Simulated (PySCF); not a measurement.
# C7H11NSi2: the cost of one run

Computed with PySCF 2.14.0 and routines of our own; the level stands in each step. Atoms count from 0.

## (1) The starting structure

21 atoms, charge 0, multiplicity 1; geometry from: GFN2-xTB.

## (2) Open-shell or spin-flip excitations: collinear spin-flip TDA BHandHLYP/def2-SVP

What the job is given:

```
{"job": {"kind": "uabs", "xc": "BHandHLYP", "basis": "def2-SVP", "nstates": 8, "spin_flip": true, "ref_mult": 3}, "charge": 0, "multiplicity": 1}
N     -3.971800     0.416680     1.774052
C     -2.894520     0.316037     1.399821
C     -1.564528     0.167767     0.890061
C     -1.175470     1.240668    -0.148346
C     -1.313938     0.205017    -1.269857
C     -1.464618    -0.912096    -0.219799
Si     0.035689    -2.071494    -0.037866
C      1.497489    -0.962831     0.203018
C      2.418668    -0.192461     0.365445
Si     3.820031     0.991055     0.618752
H     -0.870906     0.060721     1.728165
H     -0.154750     1.591050    -0.009291
H     -1.848081     2.095174    -0.203965
H     -0.450336     0.121648    -1.928143
H     -2.206377     0.348444    -1.877422
H     -2.386613    -1.487525    -0.329909
H     -0.138580    -2.911896     1.151588
H      0.196582    -2.848543    -1.270289
H      3.394121     1.964907     1.628548
H      4.085855     1.654952    -0.660224
H      4.983162     0.229669     1.077273
```

Method: collinear spin-flip TDA BHandHLYP/def2-SVP, vertical, gas phase, core orbitals frozen in the response.

Launch:

```console
> OMP_NUM_THREADS=1 python excited_run.py task.json out
```

One launch serves the whole session: the jobs run in the order shown.

Q: Estimate the wall time and peak memory of this first job on 1 thread of AMD EPYC, shared host.

About 98 s, with a peak of 0.69 GiB.
